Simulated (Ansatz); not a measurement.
**WO₃: an energy map over bond length W2–O3 and bond length W2–O4**

The runs use Ansatz 0.2.0; RKS PBE-D4/def2-TZVP.

### 1 The starting structure

SMILES `[O]=[W](=[O])=[O]`, 4 atoms, charge 0, spin multiplicity 1.

Atoms are counted from 1 here; the program's logs count them from 0.

Bond lengths: O1–W2 1.737 Å, W2–O3 1.737 Å, W2–O4 1.737 Å. Angles: O1–W2–O3 105.4°, O1–W2–O4 105.4°, O3–W2–O4 105.4°.

Coordinates:

```
O    -0.2247    0.2737    1.5550
W    -0.4035   -0.3099   -0.0710
O     1.0829   -1.1331   -0.4314
O    -0.3991    1.1090   -1.0730
```

### 3 Plan of the scan

The axes are (1) bond length W2–O3: 15 values from 1.528 to 2.171 Å; (2) bond length W2–O4: 15 values from 1.528 to 2.171 Å.

Nothing else is relaxed (all other coordinates rigid). Energies count from the relaxed molecule at the same level. Points are written as (first, second).

(The set-up runs are not shown.)

### 4 The run at (1.758 Å, 1.758 Å)

The input, input.yaml:

```yaml
crystal:
  periodic: [false, false, false]
  atoms:
    - { symbol: O, position_ang: [-0.230616, 0.271841, 1.562328] }
    - { symbol: W, position_ang: [-0.391452, -0.301357, -0.069175] }
    - { symbol: O, position_ang: [1.10172, -1.15246, -0.438803] }
    - { symbol: O, position_ang: [-0.406164, 1.128681, -1.091592] }
basis:
  gaussian: { orbitals: def2-TZVP }
hamiltonian:
  xc: pbe
  dispersion: d4
output:
  forces: true
```

On the command line:

```bash
> ansatz run input.yaml --threads 1 --pin off --max-ram 2560MiB --backend cpu --events-out ev --progress --plain --runs-dir out
```

What time and memory should one allow on 1 thread of AMD EPYC 9R14 (Zen 4), shared host?

About 1.8 s, with a peak of 0.15 GiB.
